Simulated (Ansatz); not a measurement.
The system is HfIn4SiO6.

```xyz
12
Lattice="5.6987 0.0038 0.0156 -0.7051 6.1082 -0.0057 -2.7372 -1.3956 6.6308" Properties=species:S:1:pos:R:3 pbc="T T T"
Hf    0.2972   -0.0900    0.8831
In   -0.4860    5.0863    4.8335
In    2.9601   -0.6377    3.2997
In   -0.4663    2.2403    3.5350
In    2.4974    2.6606    1.3677
Si    2.2933    1.4988    5.6832
O     0.7088    1.2617    5.2639
O     3.2588    1.4387    4.3619
O     5.4139    1.6003    0.0368
O     2.4594    2.8937    6.5395
O    -0.6297   -0.1526    2.6118
O     2.1007    0.3624    1.4524
```

The cell was built by a generator and needn't be a form met in nature.

Base run:

| Property | Result |
| --- | --- |
| Program | Ansatz 0.2.0 |
| Functional | LDA |
| Potentials or basis | all-electron LAPW, scalar-relativistic |
| Cutoff | 494 eV (chosen from the basis error) |
| Basis error allowed | 0.002 eV/atom |
| k mesh | 4 × 4 × 3 |
| Occupations | fermi-dirac, width 0.05 eV |
| Spin | no spin polarisation |

Its results: band gap on the k mesh 0.96 eV, indirect (least direct gap 1.18 eV); pressure -5.8 GPa; largest force 0.492 eV/Å.

Question: The run is repeated on the same cell with these changes: functional from LDA to revPBE. What comes out?

Answer: Band gap on the k mesh 1.02 eV, indirect (least direct gap 1.18 eV); pressure 1.8 GPa; largest force 0.135 eV/Å.

revPBE binds less tightly than LDA, so the same cell stands under more pressure.

Caveats: spin-orbit coupling is left out, which moves the levels of the heavy elements.

A k mesh can miss the band edges.
